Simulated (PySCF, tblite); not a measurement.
**C₃H₆BF₃O: geometry, infrared bands and NMR shifts**

Aim: predict the infrared bands and NMR shifts of C₃H₆BF₃O (`FCCCOB(F)F`).

Computed with tblite 0.8.0 and PySCF 2.14.0, with density-fitted response routines of our own, on a single molecule in the gas phase. Atoms count from 0, in the outputs and in this text.

### 1 Starting geometry

14 atoms, charge 0, multiplicity 1; geometry from: force field or distance geometry start.

Bonds of the start (Å): F0–C1 1.38, C1–C2 1.53, C2–C3 1.51, C3–O4 1.39, O4–B5 1.48, B5–F6 1.47, B5–F7 1.48, C1–H8 1.12, C1–H9 1.12, C2–H10 1.12, C2–H11 1.12, C3–H12 1.10, C3–H13 1.12.

### 2 Optimising the geometry with GFN2-xTB

The job: settings as JSON, then the geometry in Å.

```
{"job": {"kind": "relax", "xc": "GFN2-xTB", "basis": "xTB"}, "charge": 0, "multiplicity": 1}
F     -2.168000     0.531600    -1.218600
C     -2.103500     0.339100     0.148600
C     -0.904000    -0.583500     0.393800
C      0.379300     0.028200    -0.120300
O      1.482000    -0.791900     0.092700
B      2.730400    -0.185000    -0.414800
F      2.737600     1.185700    -0.941000
F      3.964700    -0.516600     0.323800
H     -1.875800     1.300000     0.671100
H     -3.043500    -0.105500     0.553400
H     -1.141800    -1.576100    -0.075100
H     -0.797100    -0.751100     1.491600
H      0.469600     1.038800     0.304100
H      0.269300     0.086000    -1.231700
```

Command:

```sh
> OMP_NUM_THREADS=1 python probes_run.py task.json out
```

One launch serves the whole session: the jobs run in the order shown.

**Question.** This job is followed by: GFN2-xTB harmonic vibrations, gas phase; GIAO PBE0/pcSseg-1 NMR shielding, non-relativistic, gas phase. What will the session give for the following? strongest single infrared mode (GFN2-xTB); zero-point energy (GFN2-xTB); 13C shifts against TMS (PBE0/pcSseg-1); 1H shifts against TMS (PBE0/pcSseg-1, means over atoms taken as alike); 19F shifts against CFCl3 (PBE0/pcSseg-1, means over atoms taken as alike); 17O shifts against H2O (PBE0/pcSseg-1); 11B shifts against BF3·OEt2 (PBE0/pcSseg-1).

As calculated:

| quantity | value |
| --- | --- |
| strongest single infrared mode (GFN2-xTB) | 1416 cm⁻¹, 659 km/mol |
| zero-point energy (GFN2-xTB) | 61.9 kcal/mol |
| 13C shifts against TMS (PBE0/pcSseg-1) | 83.1, 67.6, 37.3 ppm |
| 1H shifts against TMS (PBE0/pcSseg-1, means over atoms taken as alike) | 4.81, 4.38, 1.96 ppm |
| 19F shifts against CFCl3 (PBE0/pcSseg-1, means over atoms taken as alike) | -137.3, -253.0 ppm |
| 17O shifts against H2O (PBE0/pcSseg-1) | 96.2 ppm |
| 11B shifts against BF3·OEt2 (PBE0/pcSseg-1) | 12.7 ppm |

In words: Relaxing lowered the energy by 1.718 eV in 162 steps; the close pair that moved most is O4–B5, from 1.478 to 1.317 Å. All 36 modes are real, so the xTB geometry is a minimum. The strongest single mode, at 1416 cm⁻¹, moves mainly B5. Unscaled tight-binding wavenumbers are off by several per cent, some by more. Its intensities can rank the bands wrongly. The most deshielded carbon is C1 (sp3 CH2 bonded to F), at 83.1 ppm: deshielded by the electronegative neighbour. The most deshielded hydrogen is H8, H9 (mean) (hydrogen on an sp3 CH2 bonded to F), at 4.81 ppm: its carbon carries F, an electronegative neighbour. At PBE0/pcSseg-1: The widest tensor belongs to F6, F7: span 191 ppm, with a paramagnetic part of -160 ppm.
